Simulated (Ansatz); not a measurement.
# Co3Si5Ru2: the cost of one run

Method: DFT PBE, scalar-relativistic, plane waves, PAW, in Ansatz 0.2.0.

1 further run of the same task is left out (set aside as unsound or not needed). Runs told in other sessions of the task aren't counted.

## Step 1: The structure to begin with

It takes space group P4/mmm (No. 123, tetragonal). Conventional cell: a = 2.895 Å, b = 2.895 Å, c = 13.775 Å, α = 90.00°, β = 90.00°, γ = 90.00°. Co (site symmetry 4mm) has 8 Si at 2.43 Å and 5 Co at 2.62 to 2.90 Å and 1 Ru at 2.79 Å in its first shell of neighbours. Co (site symmetry 4/mmm) is surrounded by 8 Si at 2.43 Å and 2 Co at 2.62 Å. Around Si (site symmetry 4mm) lie 4 Co at 2.43 Å and 4 Ru at 2.53 Å and 1 Si at 2.62 Å. Si (site symmetry 4mm) has 8 Co at 2.43 Å and 2 Si at 2.61 to 2.62 Å in its first shell of neighbours. Si (site symmetry 4/mmm) has 8 Ru at 2.53 Å in its first shell of neighbours. Ru (site symmetry 4mm) has 8 Si at 2.53 Å and 1 Co at 2.79 Å and 5 Ru at 2.90 to 2.97 Å in its first shell of neighbours.

As a file:

```cif
data_structure
_symmetry_space_group_name_H-M 'P 1'
_symmetry_Int_Tables_number 1
_cell_length_a 2.8954
_cell_length_b 2.8954
_cell_length_c 13.7753
_cell_angle_alpha 90.000
_cell_angle_beta 90.000
_cell_angle_gamma 90.000
_cell_volume 115.48
loop_
_atom_site_label
_atom_site_type_symbol
_atom_site_fract_x
_atom_site_fract_y
_atom_site_fract_z
_atom_site_occupancy
Co1 Co 0.00000 0.00000 0.81012 1
Co2 Co 0.00000 0.00000 0.00000 1
Co3 Co 0.00000 0.00000 0.18988 1
Si1 Si 0.50000 0.50000 0.71522 1
Si2 Si 0.50000 0.50000 0.90510 1
Si3 Si 0.50000 0.50000 0.09490 1
Si4 Si 0.50000 0.50000 0.28478 1
Si5 Si 0.50000 0.50000 0.50000 1
Ru1 Ru 0.00000 0.00000 0.60767 1
Ru2 Ru 0.00000 0.00000 0.39233 1
```

The cell was relaxed beforehand at this level, from a generated guess; it is a trial structure. At a tolerance of 0.05 Å it has space group P4/mmm (No. 123); it has 11.55 Å³/atom, an uncorrected energy of -0.47 eV/atom over the elements and, on its mesh, gap none (metal).

## Step 2: Strained cells: the elastic tensor

Contents of input.yaml:

```yaml
crystal:
  lattice:
    - [2.8916920952, 0.0, 0.0]
    - [0.0, 2.8916920952, 0.0]
    - [0.0, 0.0, 13.8339395964]
  atoms:
    - { symbol: Co, position: [0.0, 0.0, 0.8094932048] }
    - { symbol: Co, position: [0.0, 0.0, 0.0] }
    - { symbol: Co, position: [0.0, 0.0, 0.1905067952] }
    - { symbol: Si, position: [0.5, 0.5, 0.7146560516] }
    - { symbol: Si, position: [0.5, 0.5, 0.9047926463] }
    - { symbol: Si, position: [0.5, 0.5, 0.0952073537] }
    - { symbol: Si, position: [0.5, 0.5, 0.2853439484] }
    - { symbol: Si, position: [0.5, 0.5, 0.5] }
    - { symbol: Ru, position: [0.0, 0.0, 0.607228236] }
    - { symbol: Ru, position: [0.0, 0.0, 0.392771764] }
basis:
  ecutwfc: 420
kpoints:
  mp_grid: { grid: [14, 14, 4] }
hamiltonian:
  xc: pbe
scf:
  occupations: { method: fermi_dirac, width: 0.15 }
output:
  forces: true
  stress: true
  eigenvalues: true
elastic:
  mode: relaxed_ion
  amplitude: 0.005
  stencil: two_point
```

The run is started by

```console
> ansatz run input.yaml --threads 4 --pin off --max-ram 8192MiB --backend cpu --events-out ev --progress --plain --runs-dir out
```

What time and memory should one allow on 4 threads of AMD EPYC (Zen 3), shared host?

About 42 min, with a peak of 1.7 GiB.
